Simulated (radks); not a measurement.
**Mg in [Ne] 3s1.5 4s0.5: an all-electron calculation**

One table from this session's results is given with a row withheld; the runs are named, their logs left out.

Method: non-relativistic Kohn-Sham, exchange-only LDA, spin-polarised, spherical densities, point nucleus; open shells are filled with parallel spins first. Code: radks (a radial shooting solver on a logarithmic mesh, Libxc functionals) version 1.

### The atom as given

* element: magnesium (Z = 12)
* charge: 0
* electrons: 12
* configuration: [Ne] 3s1.5 4s0.5

Set-up of the first run:

Input:

```text
Z 12
configuration [Ne] 3s1.5 4s0.5
relativity non-relativistic
functional lda,
spin polarised
nucleus point
```

Started as:

```sh
$ python run_ks.py task.json out
```

This one command runs every case of the session in turn.

One table of the session follows, with a row left open; its other results are not shown here.

It belongs to the step «Shells». Radial moments (bohr):

```
  level     <r>  outermost maximum (interpolated)  90 % within  nodes
  1s up  0.1315                            0.0857        0.235      0
1s down  0.1315                            0.0857        0.235      0
  2s up  0.7036                             0.550         1.12      1
2s down  0.7029                             0.550         1.12      1
  2p up  0.6930                             0.478         1.19      0
2p down  0.6913                             0.478         1.18      0
  3s up       ?                                 ?            ?      ?
3s down   3.053                              2.47         4.72      2
  4s up   10.21                              9.07         14.9      3
```

Q: Estimate the row for 3s up from the others.

The run gave: <r>: 3.014; outermost maximum (interpolated): 2.46; 90 % within: 4.64; nodes: 2. In the column «<r>» it lies between 2s up (0.7036) and 3s down (3.053).
